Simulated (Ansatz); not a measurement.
**CH5FGe (SMILES [CH3][GeH2][F]): a chain of runs**

We compute energy and forces (PBEsol/splines), then energy and gradient (PBEsol/cc-pVDZ-DK), then energy and forces (PBEsol/cc-pVTZ-DK), then energy and gradient (PBEsol/x2c-TZVPall), then energy and gradient (PBEsol/ANO-RCC-VTZP) of CH5FGe. 

The results are computed with Ansatz 0.2.0.

## Step 1: The molecule

The species is CH5FGe (8 atoms), typed as a singlet with charge 0. As SMILES, `[CH3][GeH2][F]`. The coordinates come from a PBE0-D4/def2-TZVP relaxation.

Bond lengths: C1–Ge2 1.936 Å, Ge2–F3 1.748 Å, C1–H4 1.092 Å, C1–H5 1.090 Å, C1–H6 1.090 Å, Ge2–H7 1.538 Å, Ge2–H8 1.538 Å. Some angles: C1–Ge2–F3 106.4°, C1–Ge2–H7 113.5°, C1–Ge2–H8 113.5°, F3–Ge2–H7 105.5°, F3–Ge2–H8 105.5°, Ge2–C1–H4 110.2°, Ge2–C1–H5 109.9°, Ge2–C1–H6 109.9°, H7–Ge2–H8 111.6°, H4–C1–H5 108.8°.

## Step 2: Energy and forces at PBEsol/splines (scalar, accuracy low) (run 1)

File run.yaml:

```yaml
crystal:
  periodic: [false, false, false]
  atoms:
    - {symbol: C, position_ang: [-0.598200, 0.789100, -0.332100]}
    - {symbol: Ge, position_ang: [0.468300, -0.734500, 0.207400]}
    - {symbol: F, position_ang: [1.437000, -0.203900, 1.562200]}
    - {symbol: H, position_ang: [-1.229500, 0.526100, -1.183100]}
    - {symbol: H, position_ang: [0.052600, 1.615500, -0.619000]}
    - {symbol: H, position_ang: [-1.235200, 1.108200, 0.493200]}
    - {symbol: H, position_ang: [1.473200, -1.188800, -0.864100]}
    - {symbol: H, position_ang: [-0.368100, -1.911600, 0.735600]}
basis:
  splines: {}
output: {forces: true}
hamiltonian: {xc: {name: PBEsol}, pseudopotentials: {relativity: scalar}}
accuracy: low
```

The run is started by

```
$ ansatz run run.yaml --threads 1 --pin off --max-ram 2610MiB --events-out events.jsonl --progress --plain --runs-dir runs
```

What it wrote (excerpt; [...] marks lines left out):

```text
Warning: RAYON_NUM_THREADS=1 ignored (pool sized by the plan → 1); use --threads N
Functional definition: PBEsol
  name "PBEsol"
[...]
pass 1: residual 1.31e1 eV of the charge, 0.00e0 eV of the magnetisation, 1.14e1 eV on the atoms, levels' error 1.53e-2 eV, gap 8.00e0 eV (known to 1.30e0 eV), Harris-Foulkes energy -60902.767922 eV (of the first pass), Kohn-Sham energy not asked for
pass 2: residual 1.34e0 eV of the charge, 0.00e0 eV of the magnetisation, 1.30e0 eV on the atoms, levels' error 1.64e-2 eV, gap 6.86e0 eV (known to 3.72e-1 eV), Harris-Foulkes energy -60897.988722 eV (stepped by 4.78e0 eV), Kohn-Sham energy not asked for
pass 3: residual 3.81e-1 eV of the charge, 0.00e0 eV of the magnetisation, 2.93e-1 eV on the atoms, levels' error 2.22e-3 eV, gap 6.97e0 eV (known to 1.43e-2 eV), Harris-Foulkes energy -60897.521252 eV (stepped by 4.67e-1 eV), Kohn-Sham energy not asked for
pass 4: residual 2.36e-2 eV of the charge, 0.00e0 eV of the magnetisation, 3.10e-2 eV on the atoms, levels' error 2.87e-3 eV, gap 6.83e0 eV (known to 8.77e-3 eV), Harris-Foulkes energy -60897.333431 eV (stepped by 1.88e-1 eV), Kohn-Sham energy not asked for
pass 5: residual 1.50e-3 eV of the charge, 0.00e0 eV of the magnetisation, 1.50e-3 eV on the atoms, levels' error 7.28e-5 eV, gap 6.82e0 eV (known to 1.72e-3 eV), Harris-Foulkes energy -60897.325674 eV (stepped by 7.76e-3 eV), Kohn-Sham energy not asked for
[...]
pass 9: residual 7.91e-8 eV of the charge, 0.00e0 eV of the magnetisation, 3.79e-8 eV on the atoms, levels' error 2.47e-9 eV, gap 6.83e0 eV (known to 5.91e-6 eV), Harris-Foulkes energy -60897.325423 eV (stepped by 2.50e-7 eV), Kohn-Sham energy not asked for
pass 10: residual 4.00e-9 eV of the charge, 0.00e0 eV of the magnetisation, 1.60e-9 eV on the atoms, levels' error 2.02e-10 eV, gap 6.83e0 eV (known to 2.19e-6 eV), Harris-Foulkes energy -60897.325423 eV (stepped by 2.34e-8 eV), Kohn-Sham energy not asked for
pass 11: residual 6.62e-10 eV of the charge, 0.00e0 eV of the magnetisation, 4.08e-10 eV on the atoms, levels' error 1.90e-11 eV, gap 6.83e0 eV (known to 4.86e-7 eV), Harris-Foulkes energy -60897.325423 eV (stepped by 3.60e-9 eV), Kohn-Sham less Harris-Foulkes energy -4.22e-10 eV
Total energy: -60897.325423 eV
Atom 0 at    -0.598200     0.789100    -0.332100 Å, force     0.171314    -0.216935     0.099373 eV/Å
Atom 1 at     0.468300    -0.734500     0.207400 Å, force    -0.182243     0.012515    -0.205107 eV/Å
Atom 2 at     1.437000    -0.203900     1.562200 Å, force     0.092883     0.044220     0.125990 eV/Å
Atom 3 at    -1.229500     0.526100    -1.183100 Å, force    -0.142268    -0.100005    -0.210445 eV/Å
Atom 4 at     0.052600     1.615500    -0.619000 Å, force     0.184448     0.188160    -0.067868 eV/Å
Atom 5 at    -1.235200     1.108200     0.493200 Å, force    -0.150171     0.058267     0.221495 eV/Å
Atom 6 at     1.473200    -1.188800    -0.864100 Å, force     0.016318     0.008470     0.015125 eV/Å
Atom 7 at    -0.368100    -1.911600     0.735600 Å, force     0.009719     0.005308     0.021437 eV/Å
```

Run time: 44 s. Hardware: 1 thread of AMD EPYC 9R45 (Zen 5), shared host; peak memory 1.3 GiB.

## Step 3: Energy and gradient at PBEsol/cc-pVDZ-DK (sfX2C) (run 2)

Changes to run.yaml since step 2:

```diff
@@ -12,5 +12,7 @@
 basis:
-  splines: {}
-output: {forces: true}
-hamiltonian: {xc: {name: PBEsol}, pseudopotentials: {relativity: scalar}}
-accuracy: low
+  gaussian:
+    orbitals: cc-pVDZ-DK.json
+hamiltonian:
+  xc: pbesol
+  pseudopotentials: {relativity: scalar}
+output: {forces: true, orbitals: {seedname: orbitals}}
```

The basis set cc-pVDZ-DK is read from a file made from the Basis Set Exchange's data (not shown).

The run is started by

```
$ ansatz run run.yaml --threads 1 --pin off --max-ram 2610MiB --events-out events.jsonl --progress --plain --runs-dir runs
```

What it wrote (excerpt; [...] marks lines left out):

```text
Warning: RAYON_NUM_THREADS=1 ignored (pool sized by the plan → 1); use --threads N
Functional definition: PBEsol
  name "PBEsol"
[...]
990 factors; their error is unknown
[...]
mean field -60880.13395785 eV, -2237.3036569142 hartree, gradient 2.3e-5 eV, S^2 0.000000; 0 other end points of the search recorded, 0 dependent functions left out
[...]
reference -60880.13399124 eV, -2237.3036581412 hartree; 26, 26 occupied and 54, 54 virtual orbitals, 990 factors
Total energy: -60880.13399124 eV, -2237.3036581412 hartree
Relativity: scalar
Atom 0 at    -0.598200     0.789100    -0.332100 Å, force     0.279197    -0.432313     0.125293 eV/Å
Atom 1 at     0.468300    -0.734500     0.207400 Å, force    -0.349989    -0.078381    -0.439961 eV/Å
Atom 2 at     1.437000    -0.203900     1.562200 Å, force     0.411711     0.227734     0.576976 eV/Å
Atom 3 at    -1.229500     0.526100    -1.183100 Å, force    -0.356835    -0.181793    -0.495849 eV/Å
Atom 4 at     0.052600     1.615500    -0.619000 Å, force     0.408461     0.467123    -0.164488 eV/Å
Atom 5 at    -1.235200     1.108200     0.493200 Å, force    -0.364733     0.163271     0.503639 eV/Å
Atom 6 at     1.473200    -1.188800    -0.864100 Å, force     0.092197    -0.040929    -0.144754 eV/Å
Atom 7 at    -0.368100    -1.911600     0.735600 Å, force    -0.120009    -0.124710     0.039144 eV/Å
Dipole moment:    -0.325611     0.024530    -0.363676 e Å
```

Wall time 1 s (1 thread of AMD EPYC 9R45 (Zen 5), shared host); peak memory 0.14 GiB.

## Step 4: Energy and forces at PBEsol/cc-pVTZ-DK (sfX2C) (run 3)

File molecule.yaml:

```yaml
crystal:
  periodic: [false, false, false]
  atoms:
    - {symbol: C, position_ang: [-0.598200, 0.789100, -0.332100]}
    - {symbol: Ge, position_ang: [0.468300, -0.734500, 0.207400]}
    - {symbol: F, position_ang: [1.437000, -0.203900, 1.562200]}
    - {symbol: H, position_ang: [-1.229500, 0.526100, -1.183100]}
    - {symbol: H, position_ang: [0.052600, 1.615500, -0.619000]}
    - {symbol: H, position_ang: [-1.235200, 1.108200, 0.493200]}
    - {symbol: H, position_ang: [1.473200, -1.188800, -0.864100]}
    - {symbol: H, position_ang: [-0.368100, -1.911600, 0.735600]}
basis:
  gaussian:
    orbitals: cc-pVTZ-DK
hamiltonian:
  xc: {name: PBEsol}
  pseudopotentials:
    relativity: scalar
output:
  forces: true
  orbitals: {seedname: orbitals}
```

The run is started by

```
$ ansatz run molecule.yaml --threads 1 --pin off --max-ram 2610MiB --events-out events.jsonl --progress --plain --runs-dir runs
```

What it wrote (excerpt; [...] marks lines left out):

```text
Warning: RAYON_NUM_THREADS=1 ignored (pool sized by the plan → 1); use --threads N
Functional definition: PBEsol
  name "PBEsol"
[...]
984 factors; their error is unknown
[...]
mean field -60884.52212125 eV, -2237.4649189447 hartree, gradient 2.0e-5 eV, S^2 0.000000; 0 other end points of the search recorded, 0 dependent functions left out
[...]
reference -60884.52215715 eV, -2237.4649202639 hartree; 26, 26 occupied and 147, 147 virtual orbitals, 984 factors
Total energy: -60884.52215715 eV, -2237.4649202639 hartree
Relativity: scalar
Atom 0 at    -0.598200     0.789100    -0.332100 Å, force     0.169641    -0.226779     0.092174 eV/Å
Atom 1 at     0.468300    -0.734500     0.207400 Å, force    -0.149025     0.012347    -0.167705 eV/Å
Atom 2 at     1.437000    -0.203900     1.562200 Å, force     0.099760     0.050506     0.137836 eV/Å
Atom 3 at    -1.229500     0.526100    -1.183100 Å, force    -0.158810    -0.099205    -0.228839 eV/Å
Atom 4 at     0.052600     1.615500    -0.619000 Å, force     0.195144     0.206649    -0.074934 eV/Å
Atom 5 at    -1.235200     1.108200     0.493200 Å, force    -0.164291     0.065787     0.235751 eV/Å
Atom 6 at     1.473200    -1.188800    -0.864100 Å, force     0.018976     0.001531    -0.010114 eV/Å
Atom 7 at    -0.368100    -1.911600     0.735600 Å, force    -0.011395    -0.010837     0.015831 eV/Å
Dipole moment:    -0.326662     0.016142    -0.368688 e Å
```

Wall time 2.2 s (1 thread of AMD EPYC 9R45 (Zen 5), shared host); peak memory 0.21 GiB.

## Step 5: Energy and gradient at PBEsol/x2c-TZVPall (sfX2C) (run 4)

File job.yaml:

```yaml
crystal:
  periodic: [false, false, false]
  atoms:
    - symbol: C
      position_ang: [-0.598200, 0.789100, -0.332100]
    - symbol: Ge
      position_ang: [0.468300, -0.734500, 0.207400]
    - symbol: F
      position_ang: [1.437000, -0.203900, 1.562200]
    - symbol: H
      position_ang: [-1.229500, 0.526100, -1.183100]
    - symbol: H
      position_ang: [0.052600, 1.615500, -0.619000]
    - symbol: H
      position_ang: [-1.235200, 1.108200, 0.493200]
    - symbol: H
      position_ang: [1.473200, -1.188800, -0.864100]
    - symbol: H
      position_ang: [-0.368100, -1.911600, 0.735600]
basis:
  gaussian:
    orbitals: x2c-TZVPall.json
output: {forces: true, orbitals: {seedname: orbitals}}
hamiltonian:
  xc: {name: PBEsol}
  pseudopotentials: {relativity: scalar}
```

The basis set x2c-TZVPall is read from a file made from the Basis Set Exchange's data (not shown).

The run is started by

```
$ ansatz run job.yaml --threads 1 --pin off --max-ram 2610MiB --events-out events.jsonl --progress --plain --runs-dir runs
```

What it wrote (excerpt; [...] marks lines left out):

```text
Warning: RAYON_NUM_THREADS=1 ignored (pool sized by the plan → 1); use --threads N
Functional definition: PBEsol
  name "PBEsol"
[...]
936 factors; their error is unknown
[...]
mean field -60884.43470969 eV, -2237.4617066291 hartree, gradient 1.5e-5 eV, S^2 0.000000; 0 other end points of the search recorded, 0 dependent functions left out
[...]
reference -60884.43474516 eV, -2237.4617079325 hartree; 26, 26 occupied and 114, 114 virtual orbitals, 936 factors
Total energy: -60884.43474516 eV, -2237.4617079325 hartree
Relativity: scalar
Atom 0 at    -0.598200     0.789100    -0.332100 Å, force     0.170499    -0.219276     0.096594 eV/Å
Atom 1 at     0.468300    -0.734500     0.207400 Å, force    -0.231768     0.008437    -0.264731 eV/Å
Atom 2 at     1.437000    -0.203900     1.562200 Å, force     0.169017     0.091438     0.236065 eV/Å
Atom 3 at    -1.229500     0.526100    -1.183100 Å, force    -0.167648    -0.109156    -0.243632 eV/Å
Atom 4 at     0.052600     1.615500    -0.619000 Å, force     0.209363     0.218904    -0.077339 eV/Å
Atom 5 at    -1.235200     1.108200     0.493200 Å, force    -0.172263     0.069315     0.252553 eV/Å
Atom 6 at     1.473200    -1.188800    -0.864100 Å, force     0.057060    -0.011670    -0.039202 eV/Å
Atom 7 at    -0.368100    -1.911600     0.735600 Å, force    -0.034260    -0.047993     0.039693 eV/Å
Dipole moment:    -0.330851     0.013718    -0.374606 e Å
```

Run time: 1.7 s. Hardware: 1 thread of AMD EPYC 9R45 (Zen 5), shared host; peak memory 0.17 GiB.

## Step 6: Energy and gradient at PBEsol/ANO-RCC-VTZP (sfX2C) (run 5)

File input.yaml:

```yaml
crystal:
  periodic: [false, false, false]
  atoms:
    - symbol: C
      position_ang: [-0.598200, 0.789100, -0.332100]
    - symbol: Ge
      position_ang: [0.468300, -0.734500, 0.207400]
    - symbol: F
      position_ang: [1.437000, -0.203900, 1.562200]
    - symbol: H
      position_ang: [-1.229500, 0.526100, -1.183100]
    - symbol: H
      position_ang: [0.052600, 1.615500, -0.619000]
    - symbol: H
      position_ang: [-1.235200, 1.108200, 0.493200]
    - symbol: H
      position_ang: [1.473200, -1.188800, -0.864100]
    - symbol: H
      position_ang: [-0.368100, -1.911600, 0.735600]
basis:
  gaussian: {orbitals: ANO-RCC-VTZP}
magnetization: {spin_polarized: false}
hamiltonian: {xc: pbesol, pseudopotentials: {relativity: scalar}}
output: {forces: true, orbitals: {seedname: orbitals}}
```

The run is started by

```
$ ansatz run input.yaml --threads 1 --pin off --max-ram 2610MiB --events-out events.jsonl --progress --plain --runs-dir runs
```

What it wrote (excerpt; [...] marks lines left out):

```text
Warning: RAYON_NUM_THREADS=1 ignored (pool sized by the plan → 1); use --threads N
Functional definition: PBEsol
  name "PBEsol"
[...]
1174 factors; their error is unknown
[...]
mean field -60885.14112687 eV, -2237.4876669817 hartree, gradient 1.6e-5 eV, S^2 0.000000; 0 other end points of the search recorded, 0 dependent functions left out
[...]
reference -60885.14119998 eV, -2237.4876696683 hartree; 26, 26 occupied and 147, 147 virtual orbitals, 1174 factors
Total energy: -60885.14119998 eV, -2237.4876696683 hartree
Relativity: scalar
Atom 0 at    -0.598200     0.789100    -0.332100 Å, force     0.163378    -0.207518     0.093709 eV/Å
Atom 1 at     0.468300    -0.734500     0.207400 Å, force    -0.259888    -0.063383    -0.329506 eV/Å
Atom 2 at     1.437000    -0.203900     1.562200 Å, force     0.181935     0.091147     0.250808 eV/Å
Atom 3 at    -1.229500     0.526100    -1.183100 Å, force    -0.149319    -0.106105    -0.221025 eV/Å
Atom 4 at     0.052600     1.615500    -0.619000 Å, force     0.194959     0.197724    -0.069886 eV/Å
Atom 5 at    -1.235200     1.108200     0.493200 Å, force    -0.155921     0.060197     0.233496 eV/Å
Atom 6 at     1.473200    -1.188800    -0.864100 Å, force     0.009069     0.012879     0.024340 eV/Å
Atom 7 at    -0.368100    -1.911600     0.735600 Å, force     0.015787     0.015059     0.018064 eV/Å
Dipole moment:    -0.350555     0.002773    -0.402257 e Å
```

Run time: 5.1 s. Hardware: 1 thread of AMD EPYC 9R45 (Zen 5), shared host; peak memory 0.27 GiB.

## Step 7: What came out

| quantity | value |
| --- | --- |
| run 1, PBEsol/splines: total energy | -2237.93543 Eh |
| run 1, PBEsol/splines: HOMO energy | -7.65 eV |
| run 1, PBEsol/splines: LUMO energy | -0.84 eV |
| run 1, PBEsol/splines: HOMO–LUMO gap | 6.81 eV |
| run 1, PBEsol/splines: largest force on an atom | 0.294 eV/Å |
| run 2, PBEsol/cc-pVDZ-DK: total energy | -2237.30366 Eh |
| run 2, PBEsol/cc-pVDZ-DK: dipole moment | 2.35 D |
| run 2, PBEsol/cc-pVDZ-DK: HOMO energy | -7.34 eV |
| run 2, PBEsol/cc-pVDZ-DK: LUMO energy | -0.22 eV |
| run 2, PBEsol/cc-pVDZ-DK: HOMO–LUMO gap | 7.12 eV |
| run 2, PBEsol/cc-pVDZ-DK: largest force on an atom | 0.744 eV/Å |
| run 3, PBEsol/cc-pVTZ-DK: total energy | -2237.46492 Eh |
| run 3, PBEsol/cc-pVTZ-DK: dipole moment | 2.37 D |
| run 3, PBEsol/cc-pVTZ-DK: HOMO energy | -7.57 eV |
| run 3, PBEsol/cc-pVTZ-DK: LUMO energy | -0.57 eV |
| run 3, PBEsol/cc-pVTZ-DK: HOMO–LUMO gap | 7.00 eV |
| run 3, PBEsol/cc-pVTZ-DK: largest force on an atom | 0.298 eV/Å |
| run 4, PBEsol/x2c-TZVPall: total energy | -2237.46171 Eh |
| run 4, PBEsol/x2c-TZVPall: dipole moment | 2.40 D |
| run 4, PBEsol/x2c-TZVPall: HOMO energy | -7.61 eV |
| run 4, PBEsol/x2c-TZVPall: LUMO energy | -0.56 eV |
| run 4, PBEsol/x2c-TZVPall: HOMO–LUMO gap | 7.05 eV |
| run 4, PBEsol/x2c-TZVPall: largest force on an atom | 0.352 eV/Å |
| run 5, PBEsol/ANO-RCC-VTZP: total energy | -2237.48767 Eh |
| run 5, PBEsol/ANO-RCC-VTZP: dipole moment | 2.56 D |
| run 5, PBEsol/ANO-RCC-VTZP: HOMO energy | -7.68 eV |

In words: The largest force (run 1, PBEsol/splines) is 0.29 eV/Å: the shape isn't a stationary point for this species at this level. The largest force (run 5, PBEsol/ANO-RCC-VTZP) is 0.42 eV/Å: the shape isn't a stationary point for this species at this level. The largest force (run 4, PBEsol/x2c-TZVPall) is 0.35 eV/Å: the shape isn't a stationary point for this species at this level. The largest force (run 3, PBEsol/cc-pVTZ-DK) is 0.30 eV/Å: the shape isn't a stationary point for this species at this level. The largest force (run 2, PBEsol/cc-pVDZ-DK) is 0.74 eV/Å: the shape isn't a stationary point for this species at this level. The accuracy setting (run 1, PBEsol/splines) is loose, so the last digits carry no meaning.
